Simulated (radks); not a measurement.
# Nuclear size and the levels of Al

Aim: how the total energy, the levels and the density at the nucleus of Al respond when the nuclear radius is scaled.

The numbers are computed with radks (a radial shooting solver on a logarithmic mesh, Libxc functionals) version 1 (Dirac Kohn-Sham, relativistic LDA (MacDonald-Vosko exchange, VWN5 correlation), spin-unpolarised, spherical densities, finite nucleus; open shells are shared between the two j in proportion to 2j + 1), except any that are marked as measured or tabulated.

### 1 The system

* element: aluminium (Z = 13)
* charge: 0
* electrons: 13
* configuration: [Ne] 3s2 3p1
* nuclear rms radius: 3.061 fm

The outer shells:

Al
```
[Ne] core
3s [↑↓]
3p [↑ ][  ][  ]
```

### 2 rms radius 3.061 fm

Input:

```text
Z 13
configuration [Ne] 3s2 3p1 4s0 3d0
relativity Dirac
functional lda_x_rel,vwn5
spin unpolarised
j_filling average
nucleus finite rms 3.061 fm
c 137.035999084
```

### 3 rms radius 2.4641 fm

Changes since step 2:

```diff
@@ -6,3 +6,3 @@
 j_filling average
-nucleus finite rms 3.061 fm
+nucleus finite rms 2.4641 fm
 c 137.035999084
```

### 4 rms radius 2.8529 fm

Changes since step 3:

```diff
@@ -6,3 +6,3 @@
 j_filling average
-nucleus finite rms 2.4641 fm
+nucleus finite rms 2.8529 fm
 c 137.035999084
```

### 5 rms radius 3.3518 fm

Changes since step 4:

```diff
@@ -6,3 +6,3 @@
 j_filling average
-nucleus finite rms 2.8529 fm
+nucleus finite rms 3.3518 fm
 c 137.035999084
```

### 6 rms radius 3.6242 fm

Changes since step 5:

```diff
@@ -6,3 +6,3 @@
 j_filling average
-nucleus finite rms 3.3518 fm
+nucleus finite rms 3.6242 fm
 c 137.035999084
```

**Question.** What will these runs give? Wanted: for each run, rms radius; total energy shift; density at nucleus; 1s1/2 shift.

As calculated:

```tsv
rms radius (fm)	total energy shift (eV)	density at nucleus (e/bohr³)	1s1/2 shift (meV)
2.4641	-0.00130	1489	-0.538
2.8529	-0.000483	1486	-0.200
3.061	0	1485	0
3.3518	0.000730	1483	0.303
3.6242	0.00147	1482	0.612
```

**Reading.** Shifts are against the first run. Over the range the 1s1/2 level moves by 0.00115 eV and the 1s1/2 level by 1.15 meV. A larger nucleus binds the 1s electrons less and lowers the density at its centre. These are shifts of eigenvalues, not the field shifts of spectral lines.
